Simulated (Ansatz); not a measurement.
# C₆H₁₅Cl₃GaP: basis-set convergence

Aim: see how fast density functionals converge with the basis set for C₆H₁₅Cl₃GaP.

Program: Ansatz 0.2.0, Gaussian basis. Level of theory: one geometry, several basis sets. These are calculated values, not measurements.

Levels to be run: PBE0-D4/def2-SVP; ωB97M-V/def2-SVP; PBE0-D4/def2-QZVPP; ωB97M-V/def2-QZVPP; the functionals' def2-TZVPP values are taken from earlier runs.

## Step 1: The relaxed structure

The geometry comes from an earlier relaxation with PBE0-D4 in a triple-zeta def2 set; it is a stationary point, not always the lowest conformer.

SMILES `CC[P+](CC)(CC)[Ga-]([Cl])([Cl])[Cl]`, 26 atoms, charge 0, spin multiplicity 1.

Atoms are counted from 1 here; the program's logs count them from 0.

Bond lengths: C1–C2 1.523 Å, C1–H12 1.091 Å, C1–H13 1.091 Å, C1–H14 1.091 Å, C2–P3 1.818 Å, C2–H15 1.093 Å, C2–H16 1.095 Å, P3–C4 1.818 Å, P3–C6 1.818 Å, P3–Ga8 2.392 Å, C4–C5 1.523 Å, C4–H17 1.093 Å, C4–H18 1.095 Å, C5–H19 1.091 Å, C5–H20 1.091 Å, C5–H21 1.091 Å, C6–C7 1.523 Å, C6–H22 1.095 Å and more. Angles: C2–C1–H12 112.0°, C2–C1–H13 109.9°, C2–C1–H14 111.3°, H12–C1–H13 107.7°, H12–C1–H14 108.1°, H13–C1–H14 107.8°, C1–C2–P3 113.1°, C1–C2–H15 110.0°, C1–C2–H16 111.7°, P3–C2–H15 105.9°, P3–C2–H16 108.3°, H15–C2–H16 107.6°, C2–P3–C4 107.3°, C2–P3–C6 107.3°, C2–P3–Ga8 111.6°, C4–P3–C6 107.3°, C4–P3–Ga8 111.6°, C6–P3–Ga8 111.6° and more.

As a file:

```mol
C6H15Cl3GaP
  3D, bonds by distance, orders not assigned

 26 25  0  0  0  0  0  0  0  0999 V2000
    1.4426    2.3218    0.5930 C   0  0
    0.6757    1.1769    1.2404 C   0  0
   -0.0380    0.0220    0.0316 P   0  0
   -1.2630    0.9474   -0.9416 C   0  0
   -1.9681    0.0910   -1.9846 C   0  0
   -0.9401   -1.2491    0.9670 C   0  0
   -0.0361   -2.0911    1.8570 C   0  0
    1.6469   -0.9435   -1.3648 Ga  0  0
    1.8646    0.4833   -2.9934 Cl  0  0
    0.8059   -2.8602   -1.9599 Cl  0  0
    3.3857   -1.0925   -0.0649 Cl  0  0
    0.7944    2.9558   -0.0144 H   0  0
    1.8924    2.9499    1.3638 H   0  0
    2.2459    1.9492   -0.0451 H   0  0
    1.3486    0.5804    1.8625 H   0  0
   -0.1317    1.5433    1.8834 H   0  0
   -0.7089    1.7527   -1.4316 H   0  0
   -1.9747    1.4090   -0.2489 H   0  0
   -1.2530   -0.3633   -2.6727 H   0  0
   -2.5538   -0.7089   -1.5284 H   0  0
   -2.6505    0.7079   -2.5716 H   0  0
   -1.7296   -0.7557    1.5438 H   0  0
   -1.4242   -1.8831    0.2192 H   0  0
   -0.6215   -2.8681    2.3513 H   0  0
    0.7463   -2.5817    1.2752 H   0  0
    0.4441   -1.4935    2.6337 H   0  0
  1  2  8  0
  2  3  8  0
  3  4  8  0
  4  5  8  0
  3  6  8  0
  6  7  8  0
  3  8  8  0
  8  9  8  0
  8 10  8  0
  8 11  8  0
  1 12  8  0
  1 13  8  0
  1 14  8  0
  2 15  8  0
  2 16  8  0
  4 17  8  0
  4 18  8  0
  5 19  8  0
  5 20  8  0
  5 21  8  0
  6 22  8  0
  6 23  8  0
  7 24  8  0
  7 25  8  0
  7 26  8  0
M  END
```

## Step 2: PBE0-D4 in def2-SVP

Input file in.yaml:

```yaml
crystal:
  periodic: [false, false, false]
  atoms:
    - {symbol: C, position_ang: [1.442552, 2.321836, 0.592994]}
    - {symbol: C, position_ang: [0.675710, 1.176873, 1.240446]}
    - {symbol: P, position_ang: [-0.037967, 0.021999, 0.031635]}
    - {symbol: C, position_ang: [-1.262972, 0.947363, -0.941631]}
    - {symbol: C, position_ang: [-1.968089, 0.091027, -1.984572]}
    - {symbol: C, position_ang: [-0.940066, -1.249104, 0.966970]}
    - {symbol: C, position_ang: [-0.036086, -2.091059, 1.857000]}
    - {symbol: Ga, position_ang: [1.646920, -0.943478, -1.364846]}
    - {symbol: Cl, position_ang: [1.864623, 0.483259, -2.993371]}
    - {symbol: Cl, position_ang: [0.805922, -2.860187, -1.959927]}
    - {symbol: Cl, position_ang: [3.385654, -1.092520, -0.064936]}
    - {symbol: H, position_ang: [0.794372, 2.955812, -0.014381]}
    - {symbol: H, position_ang: [1.892397, 2.949907, 1.363759]}
    - {symbol: H, position_ang: [2.245909, 1.949208, -0.045076]}
    - {symbol: H, position_ang: [1.348611, 0.580425, 1.862523]}
    - {symbol: H, position_ang: [-0.131696, 1.543317, 1.883438]}
    - {symbol: H, position_ang: [-0.708885, 1.752687, -1.431552]}
    - {symbol: H, position_ang: [-1.974723, 1.408989, -0.248925]}
    - {symbol: H, position_ang: [-1.252974, -0.363276, -2.672748]}
    - {symbol: H, position_ang: [-2.553754, -0.708882, -1.528423]}
    - {symbol: H, position_ang: [-2.650526, 0.707935, -2.571600]}
    - {symbol: H, position_ang: [-1.729621, -0.755665, 1.543762]}
    - {symbol: H, position_ang: [-1.424209, -1.883148, 0.219196]}
    - {symbol: H, position_ang: [-0.621518, -2.868134, 2.351312]}
    - {symbol: H, position_ang: [0.746340, -2.581696, 1.275219]}
    - {symbol: H, position_ang: [0.444067, -1.493478, 2.633724]}
basis:
  gaussian: {orbitals: def2-SVP}
hamiltonian: {xc: pbe0, dispersion: d4}
output: {orbitals: {seedname: orbitals}}
```

The run is started by

```console
$ ansatz run in.yaml --threads 11 --pin off --events-out ev --progress --plain --max-ram 174080MiB --backend cpu
```

The runs that follow: ωB97M-V in def2-SVP; PBE0-D4 in def2-QZVPP; ωB97M-V in def2-QZVPP.

Before running them: what should the planned runs give, taken together? Wanted: PBE0-D4: double and triple zeta above quadruple; ωB97M-V: double and triple zeta above quadruple.

As calculated:

```
                                       quantity           value
PBE0-D4: double and triple zeta above quadruple  32.68, 2.92 eV
ωB97M-V: double and triple zeta above quadruple  32.87, 2.82 eV
```

What this shows: For PBE0-D4 the step from double to triple zeta gains 29.75 eV and the next only 2.92 eV. These are total energies; as a rule much of such shifts cancels in differences, which this series doesn't test. The LUMO of ωB97M-V is positive and keeps falling with the basis (2.24 to 1.15 eV): an unbound level that the basis holds in place.
